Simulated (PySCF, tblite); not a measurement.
**C6H9BrF2Si: geometry, infrared bands and NMR shifts**

Wanted: the infrared bands and NMR shifts of C6H9BrF2Si (`F[C@@H]1C=C[SiH2]C[C@@H](F)[C@H]1Br`), by calculation.

Computed with tblite 0.8.0 and PySCF 2.14.0, with density-fitted response routines of our own, on a single molecule in the gas phase. Atoms are numbered from 0 throughout.

## Step 1: The starting structure

19 atoms, charge 0, multiplicity 1; geometry from: force field or distance geometry start.

Bonds of the start (Å): F0–C1 1.37, C1–C2 1.49, C2–C3 1.36, C3–Si4 1.84, Si4–C5 1.85, C5–C6 1.53, C6–F7 1.37, C6–C8 1.53, C8–Br9 1.96, C8–C1 1.54, C1–H10 1.10, C2–H11 1.08, C3–H12 1.07, Si4–H13 1.47, Si4–H14 1.49, C5–H15 1.10, C5–H16 1.09, C6–H17 1.10, C8–H18 1.09.

## Step 2: Optimising the geometry with GFN2-xTB

The job: settings as JSON, then the geometry in Å.

```
{"job": {"kind": "relax", "xc": "GFN2-xTB", "basis": "xTB"}, "charge": 0, "multiplicity": 1}
F      1.001600     1.125400     1.741300
C      1.456900     0.737700     0.510600
C      0.852400     1.601500    -0.542500
C     -0.426200     1.640500    -0.991600
Si    -1.816100     0.581300    -0.416700
C     -1.211600    -1.157200    -0.233400
C     -0.064500    -1.354800     0.759100
F      0.082400    -2.710700     0.921300
C      1.323800    -0.791600     0.437300
Br     2.017100    -1.466000    -1.262100
H      2.531500     0.964700     0.524700
H      1.533600     2.314300    -0.991100
H     -0.709800     2.344600    -1.745800
H     -2.322500     1.083100     0.870200
H     -2.910700     0.649700    -1.422100
H     -2.052600    -1.773700     0.114400
H     -0.933500    -1.566800    -1.204600
H     -0.372400    -0.992500     1.749100
H      2.010700    -1.220200     1.174300
```

On the command line:

```
OMP_NUM_THREADS=1 python probes_run.py task.json out
```

This one command runs all jobs of the session in turn.

**Question.** This job is followed by: GFN2-xTB harmonic vibrations, gas phase; GIAO PBE0/pcSseg-1 NMR shielding, non-relativistic, gas phase. What will the session give for the following? strongest single infrared mode (GFN2-xTB); zero-point energy (GFN2-xTB); ¹³C shifts against TMS (PBE0/pcSseg-1); ¹H shifts against TMS (PBE0/pcSseg-1); ¹⁹F shifts against CFCl3 (PBE0/pcSseg-1); ²⁹Si shifts against TMS (PBE0/pcSseg-1); ⁷⁹Br shifts against HBr (PBE0/pcSseg-1); surface potential, 1st and 99th percentile.

As calculated:

| quantity | value |
| --- | --- |
| strongest single infrared mode (GFN2-xTB) | 2268 cm⁻¹, 334 km/mol |
| zero-point energy (GFN2-xTB) | 83.8 kcal/mol |
| ¹³C shifts against TMS (PBE0/pcSseg-1) | 157.2, 137.9, 92.7, 91.2, 67.7, 18.6 ppm |
| ¹H shifts against TMS (PBE0/pcSseg-1) | 7.13, 6.71, 5.65, 5.57, 4.99, 4.51, 4.20, 2.11, 1.43 ppm |
| ¹⁹F shifts against CFCl3 (PBE0/pcSseg-1) | -171.8, -196.9 ppm |
| ²⁹Si shifts against TMS (PBE0/pcSseg-1) | -58.8 ppm |
| ⁷⁹Br shifts against HBr (PBE0/pcSseg-1) | 340 ppm |
| surface potential, 1st and 99th percentile | -1.07 V and 1.19 V |

In words: The optimisation took 87 steps and gained 0.242 eV; among the close pairs (by a distance rule), Si4–C5 changed most, from 1.850 to 1.907 Å. No mode is imaginary among the 51: a minimum at this level. The strongest single mode, at 2268 cm⁻¹, moves mainly H14. Unscaled tight-binding wavenumbers are off by several per cent, some by more. Its intensities can rank the bands wrongly. C8 stands next to heavy halogen, whose spin-orbit shielding this run leaves out, so the computed shift lies too far downfield, most of all for carbon beside Br or I. At PBE0/pcSseg-1: The largest span, 1017 ppm, is at Br9, where the paramagnetic term is -841 ppm. By nearest atom (PBE0/pcSseg-1), the HOMO sits on Br9 41 %; C2, C3 about 20 % each and the LUMO on C2, C3 about 27 % each; H11, H12 about 7 % each. Spin-orbit coupling is left out, which matters for shieldings and couplings at and beside the heavy atoms.
